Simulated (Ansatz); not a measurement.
Consider relaxations under a series of pressures of SrMg₃, space group Pm-3m (Ansatz 0.2.0 through its Python package).

`compress_srmg3.py`
```python
from dataclasses import dataclass

import ansatz as az
import numpy as np
from pymatgen.core import Lattice, Structure
from pymatgen.io.ase import AseAtomsAdaptor


@dataclass(frozen=True)
class Settings:
    xc: str = "pbesol"
    cutoff: int = 510
    filling: str = "Gaussian"
    width_ev: float = 0.05


settings = Settings()

def edges_and_angles(cell):
    cell = np.asarray(cell)
    a, b, c = np.linalg.norm(cell, axis=1)
    cosines = cell[1] @ cell[2] / (b * c), cell[0] @ cell[2] / (a * c), cell[0] @ cell[1] / (a * b)
    return (a, b, c, *np.degrees(np.arccos(cosines)))

pmg_structure = Structure(
    Lattice([[4.942526, 0.0, 0.0], [0.0, 4.942526, 0.0], [0.0, 0.0, 4.942526]]),
    ["Sr", "Mg", "Mg", "Mg"],
    [
        [0.0, 0.0, 0.0],
        [0.5, 0.5, 0.0],
        [0.5, 0.0, 0.5],
        [0.0, 0.5, 0.5],
    ],
)
crystal = az.Crystal.from_ase(AseAtomsAdaptor.get_atoms(pmg_structure))

calculation = (
    crystal.calculation()
    .functional(settings.xc)
    .pseudopotentials("paw")
    .basis(settings.cutoff)
    .kpoints(5)
    .occupations(settings.filling, width=settings.width_ev)
)

rows = []
for pressure in [0, 5, 10, 20]:
    res = calculation.relax(cell=True, pressure=pressure, force_tolerance=0.01).run(threads=1, backend="cpu")
    cell = res.lattice.cell_ang
    n_atoms = len(res.lattice.sites)
    volume = abs(np.linalg.det(cell)) / n_atoms
    enthalpy = res.report["free_energy_ev"] / n_atoms + pressure * volume / 160.21766
    rows.append((pressure, volume, enthalpy, *edges_and_angles(cell)))
    print(f"{pressure} GPa done: {volume:.4f} A^3/atom")

print(" P (GPa)  V (A^3/atom)  H (eV/atom)     a       b       c")
for row in rows:
    print("{:8.1f} {:12.4f} {:14.5f} {:7.4f} {:7.4f} {:7.4f}".format(*row[:6]))
p, v = np.array([row[0] for row in rows], float), np.array([row[1] for row in rows])
print("mean bulk modulus between rows (GPa):", np.round(-np.diff(p) / np.diff(np.log(v)), 1))
```

How far does the cell shrink over this series of pressures, and what bulk modulus does the first step imply?

The volume falls from 29.41 Å³ an atom at 0 GPa to 19.93 at 20 GPa, by 32.2 %. Between 0 and 5 GPa, -V dP/dV is about 35 GPa, a mean over that step.

What the script printed:

Output of `python compress_srmg3.py`:
```text
0 GPa done: 29.4126 A^3/atom
5 GPa done: 25.4974 A^3/atom
10 GPa done: 23.0784 A^3/atom
20 GPa done: 19.9305 A^3/atom
 P (GPa)  V (A^3/atom)  H (eV/atom)     a       b       c
     0.0      29.4126    -2307.07401  4.9000  4.9000  4.9000
     5.0      25.4974    -2306.22346  4.6722  4.6722  4.6722
    10.0      23.0784    -2305.46791  4.5195  4.5195  4.5195
    20.0      19.9305    -2304.13568  4.3039  4.3039  4.3039
mean bulk modulus between rows (GPa): [35.  50.2 68.2]
```

Notes:
- Absolute energies stand on the zero of these potentials, so only differences at equal settings mean something.
- At a fixed pressure a relaxation lowers the enthalpy F + PV, while F alone can rise.
- For a metal this k-point mesh is coarse: on a finer one energies can move by several to tens of meV an atom and pressures by half a GPa or more, differences at one mesh by less.
- The structure comes from a database of computed cells and needn't be a stable or known phase.
- Symmetry holds the cell in this phase, whether or not it is the stable one at each pressure.
- It ran for 39 s on 1 thread of Arm Neoverse V1, on a shared host, peak memory 0.49 GiB.
